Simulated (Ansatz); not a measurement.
# Hf (hcp type): the cost of one run

Program: Ansatz 0.2.0. Level of theory: DFT PBE, with the methods named in each step. These are calculated values, not measurements.

### 1 Starting point

It takes space group P6_3/mmc (No. 194, hexagonal). The conventional cell has a = 3.180 Å, b = 3.180 Å, c = 5.152 Å, α = 90.00°, β = 90.00°, γ = 120.00°. Hf (site symmetry -6m2) is surrounded by 12 Hf at 3.16 to 3.18 Å.

As a file:

```
Hf
1.0
     3.18015    0.00000    0.00000
    -1.59007    2.75409    0.00000
     0.00000    0.00000    5.15184
Hf
2
Cartesian
  0.0000 1.8361 1.2880
  1.5901 0.9180 3.8639
```

Atoms are numbered in the order of the input: Hf1, Hf2.

### 2 Bulk cell relaxed, PAW

input.yaml reads:

```yaml
crystal:
  lattice:
    - [3.1801497063, 0.0, 0.0]
    - [-1.5900748532, 2.7540904335, 0.0]
    - [0.0, 0.0, 5.1518425242]
  atoms:
    - { symbol: Hf, position: [0.3333333333, 0.6666666667, 0.25] }
    - { symbol: Hf, position: [0.6666666667, 0.3333333333, 0.75] }
kpoints:
  mp_grid: { grid: [16, 16, 9] }
scf:
  occupations: { method: fermi_dirac, width: 0.1 }
hamiltonian:
  xc: pbe
  pseudopotentials: { kind: paw }
output:
  forces: true
  stress: true
relax:
  f_tol: 0.005
  max_steps: 40
  cell: {}
```

Started as:

```bash
$ ansatz run input.yaml --threads 1 --pin off --max-ram 3584MiB --backend cpu --events-out ev --progress --plain --runs-dir out
```

Q: Estimate wall time and peak memory on 1 thread of Intel Xeon 6975P-C (Granite Rapids), shared host.

About 19 s, with a peak of 0.49 GiB.
